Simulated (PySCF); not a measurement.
# The bond of MoH, level by level

The task here is to estimate one member of a computed series from the others.

Computed with PySCF 2.14.0. Level: Mo def2-TZVPPD with ECP28, H def2-TZVPPD, scalar-relativistic core potentials.

The first run:

Settings of the job:

```yaml
atoms: Mo, H
charge: 0
basis: Mo def2-TZVPPD with ECP28, H def2-TZVPPD
Hamiltonian: scalar-relativistic core potentials
basis_functions: 73
electrons_treated: 15
masses_in_u: 97.9054, 1.0078
levels: PBE0, PBE, r²SCAN, TPSS, MN15, PBEsol, LDA, PW91, LC-ωPBE, HF, MP2, SCS-MP2, CCSD, CCSD(T)
grid: 80 radial by 434 angular points
occupations: held fixed by the projection of orbital angular momentum
dissociation_limit: Mo + H, each in its ground configuration
starting_distance_in_angstrom: 1.615
values_of_2S_to_try: 1, 3, 5, 7, 9
```

On the command line:

```
> OMP_NUM_THREADS=1 python dia.py task.json out
```

Steps of the session up to this table: Input; PBE0 along the bond; Other states along the same grid; PBE (GGA); r²SCAN (meta-GGA); TPSS (meta-GGA); MN15; PBEsol (GGA); LDA (local density); PW91 (GGA); LC-ωPBE (range-separated hybrid); ROHF (mean field); Adding correlation.

One table of the session follows, with a row left open; its other results are not shown here.

It belongs to the step «The curves together». Energy (eV) from each level's lowest point:

```
R (Å)   ROHF  ROHF-MP2  ROHF-SCS-MP2  ROHF-CCSD  ROHF-CCSD(T)
1.476  0.641     0.388         0.424        n/a           n/a
1.544  0.338     0.159         0.184      0.228         0.222
1.613      ?         ?             ?          ?             ?
1.665  0.060     0.000         0.006      0.019         0.018
1.716  0.013     0.001         0.000      0.000         0.000
1.768  0.000     0.032         0.025      0.012         0.013
1.836  0.023     0.112         0.096      0.066         0.069
1.922  0.103     0.259         0.233      0.180         0.185
2.025  0.249     0.482         0.443      0.360         0.368
2.162  0.494     0.825         0.768        n/a           n/a
```

Q: Estimate the row for R (Å) = 1.613 from the others.

Worked estimate for «ROHF». A straight line through the neighbours (1.544, 0.338) and (1.665, 0.060) gives 0.338 + (0.060 − 0.338) × (1.613 − 1.544) / (1.665 − 1.544) = 0.179; a parabola fitted to 4 rows on both sides gives 0.142.

As computed: ROHF: 0.146; ROHF-MP2: 0.037; ROHF-SCS-MP2: 0.051; ROHF-CCSD: 0.077; ROHF-CCSD(T): 0.074. In «ROHF» the line misses by +0.033 and the parabola by -0.004.

To keep in mind: The state is the lowest single determinant that the PBE0 search found; with open d or f shells the true ground state can be another one.
